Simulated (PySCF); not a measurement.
# C6H7S: the cost of one run

Computed with PySCF 2.14.0 and routines of our own; the level stands in each step. Atoms count from 0.

### Step 1. The system as given

14 atoms, charge -1, multiplicity 1; geometry from: GFN2-xTB.

### Step 2. Optimising the geometry at PBE0-D3(BJ)/def2-SVP

The job: settings as JSON, then the geometry in Å.

```
{"job": {"xc": "PBE0", "basis": "def2-SVP", "d3": "d3bj", "grid": 2, "kind": "geom"}, "charge": -1, "multiplicity": 1}
C      2.524965    -0.144681     0.805356
S      1.590384    -0.866074    -0.607623
C     -0.042731    -0.330268    -0.230856
C     -0.971022    -1.032687     0.546208
C     -2.113307    -0.251373     0.621794
C     -1.896192     0.922825    -0.110289
C     -0.618346     0.876387    -0.644935
H      2.412890     0.936570     0.786044
H      3.570841    -0.420719     0.696435
H      2.120473    -0.542718     1.732713
H     -0.810895    -2.000370     1.000426
H     -3.020728    -0.504645     1.157401
H     -2.606627     1.731615    -0.234599
H     -0.140383     1.625664    -1.260218
```

Command:

```
$ OMP_NUM_THREADS=1 python excited_run.py task.json out
```

This one command runs all jobs of the session in turn.

**Question.** How long does this first job take on 1 thread of Arm Neoverse V1, shared host, and how much memory does it need?

About 38 s, with a peak of 0.7 GiB.
